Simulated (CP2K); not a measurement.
# CH5BrSiSn (SMILES Br[SiH]1[CH2][SnH2]1) at GFN2-xTB

We compute energy and gradient of CH5BrSiSn. 

The calculation is run with CP2K 2026.2.

1 further run of the same task is left out (it didn't finish).

### 1 Starting point

CH5BrSiSn: 9 atoms, total charge 0, spin state singlet. SMILES: `Br[SiH]1[CH2][SnH2]1`. Geometry: a rough force-field guess.

Bond lengths: Br1–Si2 2.221 Å, Si2–C3 1.793 Å, Si2–Sn4 2.600 Å, C3–Sn4 2.121 Å, Si2–H5 1.485 Å, C3–H6 1.123 Å, C3–H7 1.145 Å, Sn4–H8 1.739 Å, Sn4–H9 1.813 Å. Some angles: Br1–Si2–C3 112.0°, Br1–Si2–Sn4 111.9°, C3–Si2–Sn4 54.0°, Si2–C3–Sn4 82.8°, Si2–Sn4–C3 43.2°, Br1–Si2–H5 125.7°, C3–Si2–H5 116.4°, Sn4–Si2–H5 115.6°, Si2–C3–H6 115.3°, Si2–C3–H7 116.1°.

### 2 Energy and gradient at GFN2-xTB

Contents of calc.inp:

```
&FORCE_EVAL
 METHOD QS
 &DFT
  &QS
   METHOD XTB
   EPS_DEFAULT 1.0E-08
   &XTB
    GFN_TYPE TBLITE
    &TBLITE
     METHOD GFN2
    &END TBLITE
    CHECK_ATOMIC_CHARGES F
   &END XTB
  &END QS
  &POISSON
   PERIODIC NONE
   POISSON_SOLVER ANALYTIC
  &END POISSON
  # SCF settings
  &SCF
   SCF_GUESS ATOMIC
   EPS_SCF 1.0E-07
   MAX_SCF 150
   ADDED_MOS 2
   &DIAGONALIZATION
    ALGORITHM STANDARD
   &END DIAGONALIZATION
   &MIXING
    METHOD DIRECT_P_MIXING
    ALPHA 0.4
   &END MIXING
   &SMEAR ON
    METHOD FERMI_DIRAC
    ELECTRONIC_TEMPERATURE [K] 300
   &END SMEAR
  &END SCF
  &PRINT
   &MOMENTS
    PERIODIC F
    REFERENCE COM
    MAX_MOMENT 1
   &END MOMENTS
   &MO ON
    ENERGIES T
    OCCUPATION_NUMBERS T
    NDIGITS 6
    &EACH
     QS_SCF 0
    &END EACH
    ADD_LAST NUMERIC
   &END MO
   &HIRSHFELD OFF
   &END HIRSHFELD
  &END PRINT
 &END DFT
 &SUBSYS
  # box in angstrom
  &CELL
   ABC 14.2 13.6 13.3
   PERIODIC NONE
  &END CELL
  &COORD
   Br    -2.587700     0.801800     0.963500
   Si    -0.880600     0.706200    -0.453600
   C      0.698500     0.706700     0.395600
   Sn     0.622900    -1.371200    -0.024100
   H     -0.881600     1.221100    -1.846000
   H      0.656600     0.963400     1.488100
   H      1.565900     1.211200    -0.155900
   H      1.193600    -1.927900    -1.569900
   H     -0.299100    -2.357600     1.185100
  &END COORD
  &TOPOLOGY
   &CENTER_COORDINATES
   &END CENTER_COORDINATES
  &END TOPOLOGY
 &END SUBSYS
 # extra output
 &PRINT
  &FORCES ON
  &END FORCES
 &END PRINT
&END FORCE_EVAL

&GLOBAL
 PROJECT_NAME calc
 RUN_TYPE ENERGY_FORCE
 PRINT_LEVEL HIGH
&END GLOBAL
```

Run with:

```
$ OMP_NUM_THREADS=1 cp2k.psmp -i calc.inp -o calc.out
```

What values should one expect? Wanted: total energy; dipole moment; HOMO energy; LUMO energy; HOMO–LUMO gap; largest force on an atom.

Answer, from the run:

At GFN2-xTB:

```
                                 quantity         value
                             total energy  -12.51628 Eh
dipole moment (from atomic charges alone)        2.84 D
                              HOMO energy      -9.13 eV
                              LUMO energy      -8.24 eV
                            HOMO–LUMO gap       0.89 eV
                 largest force on an atom    4.150 eV/Å
```

In words: The dipole comes from point charges on the atoms alone, without atomic dipoles, so it is partial. The largest force is 4.15 eV/Å: the shape isn't a stationary point for this species at this level.
